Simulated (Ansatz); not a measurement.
**CaMn2Bi2 (P-3m1): relaxations under a series of pressures in Python**

How does CaMn2Bi2 (P-3m1) give way under pressure? The task is relaxations under a series of pressures, for CaMn2Bi2 (P-3m1).

Program: Ansatz 0.2.0, driven from Python. Level of theory: DFT PBE, plane waves, PAW. These are calculated values, not measurements.

## (1) The structure

It takes space group P-3m1 (No. 164, trigonal). Conventional cell: a = 4.626 Å, b = 4.626 Å, c = 7.729 Å, α = 90.00°, β = 90.00°, γ = 120.00°. Around Ca (site symmetry -3m) lie 6 Bi at 3.29 Å. Around Mn (site symmetry 3m) lie 4 Bi at 2.86 to 2.87 Å and 3 Mn at 3.26 Å. Around Bi (site symmetry 3m) lie 4 Mn at 2.86 to 2.87 Å and 3 Ca at 3.29 Å.

The script holds or builds the structure itself.

## (2) The code

camn2bi2_compress.py

```python
# -*- coding: utf-8 -*-
import ansatz as az
import numpy as np

XC = "pbe"
KGRID = (8, 8, 4)
OCCUPATIONS = "Gaussian"

def edges_and_angles(cell):
    cell = np.asarray(cell)
    a, b, c = np.linalg.norm(cell, axis=1)
    cosines = cell[1] @ cell[2] / (b * c), cell[0] @ cell[2] / (a * c), cell[0] @ cell[1] / (a * b)
    return (a, b, c, *np.degrees(np.arccos(cosines)))


def main():
    lattice = az.Lattice.of(
        [4.626382, 0.0, 0.0],
        [-2.313191, 4.006564, 0.0],
        [0.0, 0.0, 7.728792],
    )
    sites = [
        ("Ca", [0.0, 0.0, 0.0], 0.0),
        ("Mn", [2 / 3, 1 / 3, 0.620735], 2.8),
        ("Mn", [1 / 3, 2 / 3, 0.379265], -2.8),
        ("Bi", [2 / 3, 1 / 3, 0.248809], 0.0),
        ("Bi", [1 / 3, 2 / 3, 0.751191], 0.0),
    ]
    crystal = az.Crystal(lattice=lattice)
    for symbol, position, moment in sites:
        crystal = crystal.atom(symbol, position, moment=moment or None)

    base = (
        crystal.calculation()
        .functional(XC)
        .basis(16 * az.Ha)
        .kpoints(*KGRID)
        .occupations(OCCUPATIONS)
        .spin("collinear")
    )

    rows = []
    for pressure in [-2, 0, 2, 5, 10]:
        res = base.relax(cell=True, pressure=pressure).run()
        cell = res.lattice.cell_ang
        n_atoms = len(res.lattice.sites)
        volume = abs(np.linalg.det(cell)) / n_atoms
        enthalpy = res.report["free_energy_ev"] / n_atoms + pressure * volume / 160.21766
        rows.append((pressure, volume, enthalpy, *edges_and_angles(cell)))
        print(f"{pressure} GPa done: {volume:.4f} A^3/atom")

    print(" P (GPa)  V (A^3/atom)  H (eV/atom)     a       b       c")
    for row in rows:
        print("{:8.1f} {:12.4f} {:14.5f} {:7.4f} {:7.4f} {:7.4f}".format(*row[:6]))
    p, v = np.array([row[0] for row in rows], float), np.array([row[1] for row in rows])
    print("mean bulk modulus between rows (GPa):", np.round(-np.diff(p) / np.diff(np.log(v)), 1))


if __name__ == "__main__":
    main()
```

## (3) Launch

Command:

```bash
> python camn2bi2_compress.py
```

**Question.** How far does the cell shrink over this series of pressures, and what bulk modulus does the first step imply?

The runs gave:

| quantity | value |
| --- | --- |
| bulk modulus between neighbouring pressures | 33.6 to 64.2 GPa |
| runs compared | 5 |
| range of energy | 125.46 meV/atom |

**Reading.** The crystal stiffens as it is compressed. The volume falls from 29.42 Å³ an atom at -2 GPa to 23.07 at 10 GPa, by 21.6 %. Between -2 and 0 GPa, -V dP/dV is about 34 GPa, a mean over that step. In run 1, over 4 moves the cell grew by 2.7 % in volume under the -2 GPa asked, and the space group stayed P-3m1. In run 5, over 6 moves the cell shrank by 19.5 % in volume under the 10 GPa asked, and the space group stayed P-3m1. Caveats:
- At a fixed pressure a relaxation lowers the enthalpy F + PV, while F alone can rise.
- Spin-orbit coupling, which matters for elements this heavy, is left out.
- This cell is a computed structure, which may not be the phase found in nature.
- Symmetry holds the cell in this phase, so another phase that may be stable under pressure is not reached.
